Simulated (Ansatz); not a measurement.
**HfH₂O (triplet): the correlation ladder at a displaced geometry (v1), def2-SVP**

The task here is to estimate one member of a computed series from the others.

The runs use Ansatz 0.2.0, Gaussian basis; def2-SVP, core rule «outside noble gas», up to 5 orbitals frozen.

To be run: UHF; CCSD(T) on ROHF; CCSD(T) on UHF; CISD as a restricted active space (open shells left free, so some higher excitations enter); CCSDT(Q) on ROHF; CCSDT(Q) on UHF.

24 further runs of the same task are left out: 5 for a known fault of the program, 4 that didn't finish, 15 set aside as unsound or not needed. Runs told in other sessions of the task aren't counted.

**The system**

The geometry is a PBE0/def2-TZVP stationary point (not a proven minimum) with its atoms shifted at random (size 0.040 Å). No spin-orbit coupling is included. Elements past krypton take def2 core potentials.

4 atoms, charge 0, spin multiplicity 3.

Atoms are counted from 1 here; the program's logs count them from 0.

Bond lengths: Hf1–O2 2.302 Å, O2–H3 0.957 Å, O2–H4 0.961 Å. Angles: Hf1–O2–H3 125.6°, Hf1–O2–H4 122.8°, H3–O2–H4 104.3°.

Set-up of the first run:

in.yaml

```yaml
crystal:
  periodic: [false, false, false]
  atoms:
    - {symbol: Hf, position_ang: [0.002736, 0.001194, 0.216575]}
    - {symbol: O, position_ang: [-0.051866, -0.014949, -2.084826]}
    - {symbol: H, position_ang: [0.220749, -0.742293, -2.644269]}
    - {symbol: H, position_ang: [0.117972, 0.768201, -2.614467]}
basis:
  gaussian: {orbitals: def2-SVP}
magnetization: {spin_polarized: true, initial_magnetization: 2}
hamiltonian: {xc: hf}
output: {orbitals: {seedname: orbitals}}
```

The run is started by

```sh
$ ansatz run in.yaml --threads 1 --pin off --events-out ev --progress --plain --max-ram 2393MiB
```

Among the steps run: UHF; CCSD(T) on ROHF; CCSD(T) on UHF; CISD as a restricted active space (open shells left free, so some higher excitations enter); CCSDT(Q) on ROHF; CCSDT(Q) on UHF.

One of the session's tables, all rows but one given; the rest of the session is left out.

```
   method  from RCCSDT(Q) (kcal/mol)
     ROHF                    +172.43
      UHF                    +169.68
     RMP2                     +17.39
     UMP2                     +16.02
    RCCSD                      +5.22
    UCCSD                      +3.73
 RCCSD(T)                      +1.35
 UCCSD(T)                      -0.05
   RCCSDT                      +0.43
   UCCSDT                      -0.82
RCCSDT(Q)                          0
UCCSDT(Q)                          ?
```

**Question.** Estimate the row for UCCSDT(Q).

The run gave: from RCCSDT(Q) (kcal/mol): -1.22. In the column «from RCCSDT(Q) (kcal/mol)» it is the lowest.

Not comparable, so not listed: CISD as a restricted active space (open shells left free, so some higher excitations enter) (they don't share determinant, frozen orbitals or solution with the rows shown, or repeat one).

Caveats from the session: Restricted and unrestricted rows rest on different reference determinants; a gap between their highest levels can come from leftover correlation error, from unlike frozen cores or from another state.
